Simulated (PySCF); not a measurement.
# C2H10AlSb: the cost of one run

Computed with PySCF 2.14.0 and routines of our own; the level stands in each step. Atoms count from 0.

### 1 The system as given

14 atoms, charge 0, multiplicity 1; geometry from: GFN2-xTB.

### 2 Relaxing the molecule at PBE0-D3(BJ)/def2-SVP

What the job is given:

```
{"job": {"xc": "PBE0", "basis": "def2-SVP", "d3": "d3bj", "grid": 1, "maxiter": 30, "shake": 0.01, "kind": "geom"}, "charge": 0, "multiplicity": 1}
C     -2.691680     0.176580     0.327420
Al    -1.051100    -0.443000    -0.559850
Sb     0.774380     0.582130     1.260150
C      2.320790    -0.459000     0.154720
H     -2.735220     1.289350     0.429900
H     -2.854750    -0.208260     1.329990
H     -3.615760    -0.054750    -0.229580
H     -0.336380     0.363850    -1.722170
H     -0.487200    -1.887050    -0.388170
H      1.638410     0.460240     2.754280
H      1.488730     2.103750     1.039270
H      2.475440    -1.428190     0.619410
H      1.866390    -0.607430    -0.853410
H      3.200810     0.096700     0.110310
```

On the command line:

```
$ OMP_NUM_THREADS=1 python heavy_run.py task.json out
```

The driver reads the jobs from task.json and runs them one after another.

**Question.** How long does this first job take on 1 thread of Arm Neoverse V2, shared host, and how much memory does it need?

About 99 s, with a peak of 0.52 GiB.
